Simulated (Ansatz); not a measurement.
# TiO2 (P4_2/mnm): equation of state with a fit, by script

Computed with the Python package of Ansatz 0.2.0. Level of theory: DFT PBE, plane waves, PAW.

### 1 The structure

The structure is tetragonal, space group P4_2/mnm (No. 136). Conventional cell: a = 4.592 Å, b = 4.592 Å, c = 2.957 Å, α = 90.00°, β = 90.00°, γ = 90.00°. Ti (site symmetry mmm) is surrounded by 6 O at 1.95 to 1.98 Å. O (site symmetry m2m) is surrounded by 3 Ti at 1.95 to 1.98 Å.

The script holds or builds the structure itself.

### 2 The code

The input, eos.py:

```python
# -*- coding: utf-8 -*-
"""Equation of state of TiO2."""

from dataclasses import dataclass

import ansatz
import numpy as np


@dataclass(frozen=True)
class Options:
    occupations: str = "fermi_dirac"
    smearing_width: float = 0.05
    cutoff: int = 500
    kgrid: tuple[int, ...] = (5, 5, 7)


settings = Options()

VECTORS = np.array([
    [4.5922, 0.0, 0.0],
    [0.0, 4.5922, 0.0],
    [0.0, 0.0, 2.9574],
])
SITES = [
    ("Ti", [0.0, 0.0, 0.0]),
    ("Ti", [0.5, 0.5, 0.5]),
    ("O", [0.30496, 0.30496, 0.0]),
    ("O", [0.19504, 0.80496, 0.5]),
    ("O", [0.69504, 0.69504, 0.0]),
    ("O", [0.80496, 0.19504, 0.5]),
]


def on_lattice(cell):
    crystal = ansatz.Crystal(lattice=ansatz.Lattice.of(cell))
    for symbol, position in SITES:
        crystal = crystal.atom(symbol, position)
    return crystal

# uniform scaling of the cell
volumes, energies = [], []
for scale in np.linspace(0.92, 1.08, 7):
    cell = VECTORS * scale ** (1 / 3)
    setup = (
        on_lattice(cell).calculation()
        .functional(ansatz.Functional.PBE)
        .occupations(settings.occupations, width=settings.smearing_width)
        .basis(settings.cutoff)
        .kpoints(*settings.kgrid)
    )
    report = setup.run(threads=1, backend="cpu").report
    volumes.append(abs(np.linalg.det(cell)) / len(SITES))
    energies.append(report["free_energy_ev"] / len(SITES))
    print(f"V = {volumes[-1]:8.4f} A^3/atom  F = {energies[-1]:.5f} eV/atom")

# third-order Birch-Murnaghan: a cubic in V^(-2/3)
x = np.array(volumes) ** (-2 / 3)
poly = np.polynomial.Polynomial.fit(x, energies, 3).convert()
roots = poly.deriv().roots()
x0 = min((r.real for r in roots if abs(r.imag) < 1e-9 and poly.deriv(2)(r.real) > 0), key=lambda r: abs(r - x.mean()))
v0 = x0 ** -1.5
b0 = 4 / 9 * poly.deriv(2)(x0) * v0 ** (-7 / 3) * 160.21766
b1 = 4 + 2 / 3 * x0 * poly.deriv(3)(x0) / poly.deriv(2)(x0)
print(f"V0 = {v0:.4f} A^3/atom, B0 = {b0:.1f} GPa, dB/dP = {b1:.2f}")
```

### 3 The calls as engine input

The engine receives this input (first run):

```yaml
crystal:
  lattice:
    - [4.466322407762231, 0.0, 0.0]
    - [0.0, 4.466322407762231, 0.0]
    - [0.0, 0.0, 2.8763341946596443]
  atoms:
    - { symbol: Ti, position: [0.0, 0.0, 0.0] }
    - { symbol: Ti, position: [0.5, 0.5, 0.5] }
    - { symbol: O, position: [0.30496, 0.30496, 0.0] }
    - { symbol: O, position: [0.19504, 0.80496, 0.5] }
    - { symbol: O, position: [0.69504, 0.69504, 0.0] }
    - { symbol: O, position: [0.80496, 0.19504, 0.5] }
basis:
  ecutwfc: 500.0
kpoints:
  mp_grid:
    grid: [5, 5, 7]
hamiltonian:
  xc: pbe
scf:
  occupations:
    method: fermi_dirac
    width: 0.05
```

### 4 Running it

Run with:

```
$ python eos.py
```

**Question.** How long does this script take on 1 thread of Arm Neoverse V1, shared host, and how much memory does it need?

About 18 s, with a peak of 0.41 GiB.
